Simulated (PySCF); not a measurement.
# C3H11NSn (Sn(NH2)Me3): the cost of one run

Programs: PySCF 2.14.0, with routines of our own; each step states its level. All values are computed. Atoms count from 0.

## 1. The system as given

16 atoms, charge 0, multiplicity 1; geometry from: GFN2-xTB.

## 2. Relaxing the molecule at PBE0-D3(BJ)/def2-SVP

Job settings and geometry (Å):

```
{"job": {"xc": "PBE0", "basis": "def2-SVP", "d3": "d3bj", "grid": 1, "maxiter": 30, "shake": 0.03, "kind": "geom"}, "charge": 0, "multiplicity": 1}
Sn     0.072830    -0.100410     0.107020
N      0.090290    -0.236430     2.127610
H     -0.852700    -0.248980     2.571400
H      0.750390     0.499080     2.588650
C      2.095110    -0.029420    -0.566750
H      2.167060    -0.132260    -1.614600
H      2.664620    -0.818900    -0.040030
H      2.621070     0.947590    -0.288720
C     -1.045870     1.835660    -0.466990
H     -1.096240     1.872600    -1.574780
H     -0.546200     2.685650    -0.125950
H     -2.033980     1.827270    -0.113180
C     -1.141330    -1.783750    -0.585430
H     -2.120000    -1.804020    -0.151080
H     -0.561210    -2.728000    -0.184480
H     -1.098180    -1.819630    -1.616270
```

Started as:

```console
> OMP_NUM_THREADS=1 python heavy_run.py task.json out
```

This one command runs all jobs of the session in turn.

**Question.** How long does this first job take on 1 thread of Intel Xeon Platinum 8488C, shared host, and how much memory does it need?

About 64 s, with a peak of 0.52 GiB.
